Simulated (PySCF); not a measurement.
**OsSCl2: relaxation and vibrations of the triplet**

Where does triplet OsSCl2 go from a PBE0 minimum start, is the end point a minimum, and what are its modes, charges and moments?

Program: PySCF 2.14.0. Level of theory: PBE0, basis Os def2-SVP with ECP60, S def2-SVP, Cl def2-SVP, scalar-relativistic core potentials, no spin–orbit coupling, density fitting. These are calculated values, not measurements.

## Step 1: The starting structure

4 atoms, charge 0, spin multiplicity 3.

Bond lengths: Os1–S2 2.062 Å, Os1–Cl3 2.207 Å, Os1–Cl4 2.207 Å. Angles: S2–Os1–Cl3 113.3°, S2–Os1–Cl4 113.3°, Cl3–Os1–Cl4 133.5°.

Z-matrix (Å, degrees; charge 0 multiplicity 3):
```
Os
S  1 2.0622
Cl 1 2.2073 2 113.27
Cl 1 2.2073 2 113.27 3 180.00
```

## Step 2: Finding the electronic state

One driver script runs all steps and calls PySCF; scf.py shows how it sets up the SCF of each step. The optimiser is the driver's own. After this first run the driver tries any further starts and a stability analysis.

scf.py reads:

```python
from pyscf import gto, scf, dft
mol = gto.M(atom='''
Os     0.000000     0.000000    -0.016840
S     -0.000000     0.000000     2.045360
Cl    -2.027800     0.000000    -0.888800
Cl     2.027800     0.000000    -0.888800''',
    basis={'Os': 'def2-SVP', 'S': 'def2-SVP', 'Cl': 'def2-SVP'},
    ecp={'Os': 'def2-SVP'},
    charge=0, spin=2)
mf = dft.UKS(mol, xc='PBE0')
mf.grids.atom_grid = (50, 194)
aux = {'Os': 'def2-universal-JKFIT', 'S': 'def2-universal-JKFIT', 'Cl': 'def2-universal-JKFIT'}
mf = mf.density_fit(auxbasis=aux)
mf.conv_tol = 1e-08
mf.diis_space = 10
mf.max_cycle = 60
mf.init_guess = 'minao'
mf.verbose = 4
mf.kernel()
```

Command:

```
> OMP_NUM_THREADS=2 python axn.py task.json out
```

The runs that follow: PBE0 minimum start, triplet: relaxation; Is it a minimum? Harmonic modes.

Q: Predict the outcome of this session. Wanted: minimum; geometry; wavenumbers; dipole moment; highest occupied, lowest empty level; polar-tensor charge of Os1; zero-point energy; atomisation energy; ⟨S²⟩.

As calculated:

| quantity | value |
| --- | --- |
| minimum | triplet, C2v |
| geometry | Os–Cl 2.207 Å (×2), Os–S 2.062 Å; Cl–Os–Cl 133.6°, Cl–Os–S 113.2° (×2) |
| wavenumbers (cm⁻¹) | 88 (b1), 114 (a1), 149 (b2), 405 (a1), 430 (b2), 577 (a1) |
| dipole moment | 0.07 D |
| highest occupied, lowest empty level (either spin) | -6.98, -4.09 eV |
| polar-tensor charge of Os1 | +0.94 e |
| zero-point energy | 10.5 kJ/mol |
| entropy at 298.15 K | 352.4 J/(mol K) |
| atomisation energy (no zero-point energy) | 1109 kJ/mol |
| ⟨S²⟩ | 2.017 |

What this shows: The molecule stays C2v, as typed, and the end point is a minimum. The strongest infrared band lies at 430 cm⁻¹ (b2, stretch). Most of the spin sits on Os1 (Mulliken spin 1.54, against 2 for the whole molecule). Only this shape and spin were tried, so other structures or states may lie lower. Open d and f shells are described by one determinant, and the ground state may have another occupation or spin. With an element this heavy the missing spin–orbit coupling can shift these numbers.
